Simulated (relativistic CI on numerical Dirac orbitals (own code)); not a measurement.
# Cr⁴⁺: 3p photoemission multiplets

Aim: the 3p photoemission spectrum of Cr⁴⁺ in 4 surroundings, from the same atomic integrals.

Method: Dirac-Coulomb-Breit CI, KLI orbitals optimised for each configuration, model QED (radiative potential, 1s self-energy scaled to tabulated hydrogen-like ionisation energies), multiplet model of photoemission in the sudden approximation. Code: relativistic CI on numerical Dirac orbitals (own code) version 1.

## 1. Starting point

* ion: Cr⁴⁺ (Cr V)
* nuclear charge: 24
* electrons: 20
* configurations: [Ar] 3d2 → [Ne] 3s2 3p5 3d2
* temperature: 300 K
* widths: Lorentz 0.56 eV, Gauss 0.6 eV
* surrounding 1: free ion
* surrounding 2: D3d, 10Dq = 14000, Dsigma = -1200, Dtau = 40 cm⁻¹
* surrounding 3: D3d, 10Dq = 14000, Dsigma = -720, Dtau = 40 cm⁻¹
* surrounding 4: D3d, 10Dq = 14000, Dsigma = -240, Dtau = 40 cm⁻¹

## 2. Surrounding 1: free ion

Settings, as recorded:

```ini
atom Cr  Z=24  charge=4  electrons=20
nucleus A=52  rms_radius_fm=3.6452
hamiltonian dirac-coulomb  breit=on  qed=on  c_scale=1
orbitals kli  potential=per-configuration
slater_scale 1
correlation none
mixing on
configurations
  [Ar] 3d2
  [Ne] 3s2 3p5 3d2
end
photoemission 3p T=300 lorentz=0.56 gauss=0.6
crystal_field free
```

## 3. Surrounding 2: D3d, 10Dq = 14000, Dsigma = -1200, Dtau = 40

Changes to the settings of step 2:

```diff
@@ -12,2 +12,2 @@
 photoemission 3p T=300 lorentz=0.56 gauss=0.6
-crystal_field free
+crystal_field D3d 10Dq=14000 Dsigma=-1200 Dtau=40
```

## 4. Surrounding 3: D3d, 10Dq = 14000, Dsigma = -720, Dtau = 40

Changes to the settings of step 3:

```diff
@@ -12,2 +12,2 @@
 photoemission 3p T=300 lorentz=0.56 gauss=0.6
-crystal_field D3d 10Dq=14000 Dsigma=-1200 Dtau=40
+crystal_field D3d 10Dq=14000 Dsigma=-720 Dtau=40
```

## 5. Surrounding 4: D3d, 10Dq = 14000, Dsigma = -240, Dtau = 40

Changes to the settings of step 4:

```diff
@@ -12,2 +12,2 @@
 photoemission 3p T=300 lorentz=0.56 gauss=0.6
-crystal_field D3d 10Dq=14000 Dsigma=-720 Dtau=40
+crystal_field D3d 10Dq=14000 Dsigma=-240 Dtau=40
```

(Steps that only read results are left out.)

**Question.** What will these runs give? Wanted: highest peak, first run; ground spin.

The runs gave:

| surrounding | ground S | centroid (eV) | spread (eV) | up to four highest peaks (% of the highest), eV |
| --- | --- | --- | --- | --- |
| 1: free | 1.00 | 113.94 | 6.49 | 108.1 (42), 110.8 (100), 112.2 (73), 114.7 (39) |
| 2: D3d | 1.00 | 113.96 | 6.42 | 108.3 (65), 110.8 (100), 111.8 (73), 113.5 (41) |
| 3: D3d | 1.00 | 113.95 | 6.43 | 108.3 (60), 110.7 (100), 111.8 (76), 113.4 (43) |
| 4: D3d | 1.00 | 113.95 | 6.43 | 108.3 (56), 110.7 (100), 111.8 (79), 113.4 (44) |

| quantity | value |
| --- | --- |
| highest peak, first run | 110.8 eV |
| ground spin (effective S from ⟨S²⟩) | 1.00 |

**Reading.** The highest peak stays in place, within the step of the energy grid, in all surroundings. Energies are those of the free ion without screening by ligands; binding energies in solids differ by tens of eV.
